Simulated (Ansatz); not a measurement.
**AlIr: how the settings move a relaxation**

Question: which choices in the input matter for AlIr?

Program: Ansatz 0.2.0. Level of theory: reference: DFT, PBEsol, PAW with Ansatz's default frozen-core files, scalar-relativistic. These are calculated values, not measurements.

## 1. The system as given

Symmetry: Pm-3m, No. 221, cubic system. Conventional cell: a = 2.377 Å, b = 2.377 Å, c = 2.377 Å, α = 90.00°, β = 90.00°, γ = 90.00°. Around Al (site symmetry m-3m) lie 8 Ir at 2.06 Å. Around Ir (site symmetry m-3m) lie 8 Al at 2.06 Å.

Structure file:

```xyz
2
Lattice="2.3768 0.0000 0.0000 0.0000 2.3768 0.0000 0.0000 0.0000 2.3768" Properties=species:S:1:pos:R:3 pbc="T T T"
Al    0.0000    0.0000    0.0000
Ir    1.1884    1.1884    1.1884
```

## 2. Baseline

input.yaml reads:

```yaml
crystal:
  lattice:
    - [2.3767797595, 0.0, 0.0]
    - [0.0, 2.3767797595, 0.0]
    - [0.0, 0.0, 2.3767797595]
  atoms:
    - { symbol: Al, position: [0.0, 0.0, 0.0] }
    - { symbol: Ir, position: [0.5, 0.5, 0.5] }
kpoints:
  mp_grid: { grid: [12, 12, 12] }
scf:
  occupations: { method: fermi_dirac, width: 0.05 }
hamiltonian:
  xc: pbesol
  pseudopotentials: { kind: paw }
output:
  forces: true
  stress: true
  write_density: true
  write_potential: true
  elf: true
  volumetric_format: npy
relax:
  f_tol: 0.01
  max_steps: 30
```

The run is started by

```sh
$ ansatz run input.yaml --threads 1 --pin off --max-ram 2048MiB --backend cpu --events-out ev --progress --plain --runs-dir out
```

## 3. Variant: eigensolver.kind davidson, xc lda, ecutwfc 400 eV

Edit input.yaml of step 2 so:

```diff
@@ -12,4 +12,5 @@
   occupations: { method: fermi_dirac, width: 0.05 }
+  eigensolver: { kind: davidson }
 hamiltonian:
-  xc: pbesol
+  xc: lda
   pseudopotentials: { kind: paw }
@@ -18,6 +19,2 @@
   stress: true
-  write_density: true
-  write_potential: true
-  elf: true
-  volumetric_format: npy
 relax:
@@ -25 +22,3 @@
   max_steps: 30
+basis:
+  ecutwfc: "400 eV"
```

**Question.** What will these runs give? Wanted: for each run, ending; energy change; pressure; gap; force.

**Answer**, as computed:

| run | ending | energy change | pressure (GPa) | gap (eV) | force (eV/Å) | cycles | time |
| --- | --- | --- | --- | --- | --- | --- | --- |
| reference | converged | - | 773.8 | 0.00 | 0.00 | 7 | 2.4 s |
| 1: eigensolver.kind davidson, xc lda, ecutwfc 400 eV | converged | not comparable | 754.7 | 0.00 | 0.00 | 6 | 1.6 s |

Times don't compare one to one where runs were asked for different outputs or read a saved state (see the inputs); cycles may leave out searches for a lower state.

Total energies don't compare across a change of functional; the pressure goes from 773.8 to 754.7 GPa. The cutoff changed too. The cutoff is under what these potentials recommend, as the log warns, so basis error is mixed in. Run 1 ran under the cutoff that the potentials recommend, as the log warns, so basis error is mixed into its values. The structure is not at rest: the sound run finds 774 GPa, so these are no properties of the relaxed crystal. Symmetry fixes the atoms and the cell is held, so no setting can move this relaxation. 
